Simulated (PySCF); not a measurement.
**[Hg(H2O)]2+: other functionals and bases at one geometry**

How far do other levels of theory move the description of [Hg(H2O)]2+, and what does each cost? The species was built from a template and needn't be a known compound.

Program: PySCF 2.14.0. Level of theory: several levels, as the steps say, no spin–orbit coupling. These are calculated values, not measurements.

1 further run of the same task is left out (for a known fault of the program).

## Step 1: The starting structure

4 atoms, charge 2, spin multiplicity 1.

Bond lengths: Hg1–O2 2.098 Å, O2–H3 0.987 Å, O2–H4 0.987 Å. Angles: Hg1–O2–H3 121.2°, Hg1–O2–H4 121.2°, H3–O2–H4 109.8°.

As a file:

```
Hg    0.0000    0.0024   -0.1655
O     0.0000    0.0088    1.9330
H     0.8078   -0.2360    2.4453
H    -0.8078   -0.2360    2.4453
```

Formal oxidation states: Hg +2. An earlier session relaxed this geometry at PBE0, Hg def2-SVP with ECP60, O def2-SVP, H def2-SVP (singlet, point group Cs).

At PBE0 on the finer grid: E = -228.879771 Eh, HOMO -23.29 eV, LUMO -18.38 eV, Mulliken charge on Hg1 +1.57 e, largest force component 0.012 eV/Å. 

Levels to run: revPBE; BLYP; PBE0, TZVP. Hardware: 2 threads of Arm Neoverse V1, shared host.

## Step 2: revPBE

Input file run.py (the lines that set the calculation):

```python
mol = gto.M(atom='''
Hg     0.00000     0.00239    -0.16553
O      0.00000     0.00881     1.93296
H      0.80781    -0.23600     2.44532
H     -0.80781    -0.23600     2.44532''',
    basis={'Hg': 'def2-SVP', 'O': 'def2-SVP', 'H': 'def2-SVP'},
    ecp={'Hg': 'def2-SVP'},
    charge=2, spin=0)
mf = dft.RKS(mol, xc='PBE_R,PBE')
mf.grids.atom_grid = (75, 302)
mf = mf.density_fit()  # fitting sets: Hg def2-universal-JKFIT, O def2-universal-JKFIT, H def2-universal-JKFIT
mf.conv_tol = 1e-08; mf.max_cycle = 55
mf.kernel(dm0)  # dm0: the density of the relaxed state
```

The run is started by

```bash
OMP_NUM_THREADS=2 python run.py
```

## Step 3: BLYP

Changes to run.py (the lines that set the calculation) since step 2:

```diff
@@ -8,3 +8,3 @@
     charge=2, spin=0)
-mf = dft.RKS(mol, xc='PBE_R,PBE')
+mf = dft.RKS(mol, xc='BLYP')
 mf.grids.atom_grid = (75, 302)
```

## Step 4: PBE0, TZVP

Basis: Hg def2-TZVP with ECP60, O def2-TZVP, H def2-TZVP. 

Input file run.py (the lines that set the calculation):

```python
mol = gto.M(atom='''
Hg     0.00000     0.00239    -0.16553
O      0.00000     0.00881     1.93296
H      0.80781    -0.23600     2.44532
H     -0.80781    -0.23600     2.44532''',
    basis={'Hg': 'def2-TZVP', 'O': 'def2-TZVP', 'H': 'def2-TZVP'},
    ecp={'Hg': 'def2-TZVP'},
    charge=2, spin=0)
mf = dft.RKS(mol, xc='PBE0')
mf.grids.atom_grid = (75, 302)
mf = mf.density_fit()  # fitting sets: Hg def2-universal-JKFIT, O def2-universal-JKFIT, H def2-universal-JKFIT
mf.conv_tol = 1e-08; mf.max_cycle = 55
mf.kernel(dm0)  # dm0: free metal ions and neutral atoms
```

Q: Predict the outcome of this session. Wanted: for each run, HOMO; gap; charge on Hg1; dipole; largest force.

As calculated:

| level | state | HOMO (eV) | gap (eV) | charge on Hg1 (e) | dipole (D) | largest force (eV/Å) | basis functions | time |
| --- | --- | --- | --- | --- | --- | --- | --- | --- |
| PBE0 (relaxed here) | singlet | -23.29 | 4.91 | 1.57 | 4.48 | 0.01 | 56 | 2.2 s |
| revPBE | singlet | -21.59 | 2.16 | 1.52 | 4.91 | 0.51 | 56 | 1.2 s |
| BLYP | singlet | -21.61 | 2.03 | 1.49 | 5.06 | 0.60 | 56 | 1.2 s |
| PBE0, TZVP | singlet | -23.31 | 4.95 | 1.62 | 4.51 | 0.21 | 86 | 2.8 s |

Times are on 2 threads of Arm Neoverse V1, shared host; the first row also made further properties. The dipole of a charged species depends on the origin, so these sizes hold for this origin alone.

In one basis the HOMO–LUMO gap runs from 2.03 eV (BLYP) to 4.91 eV (PBE0). The largest leftover force, 0.60 eV/Å with BLYP, stands at a geometry relaxed at another level. The Mulliken charge on Hg spans +1.49 to +1.62 e over the levels. Total energies of different levels can't be compared. Spin–orbit coupling is left out throughout.
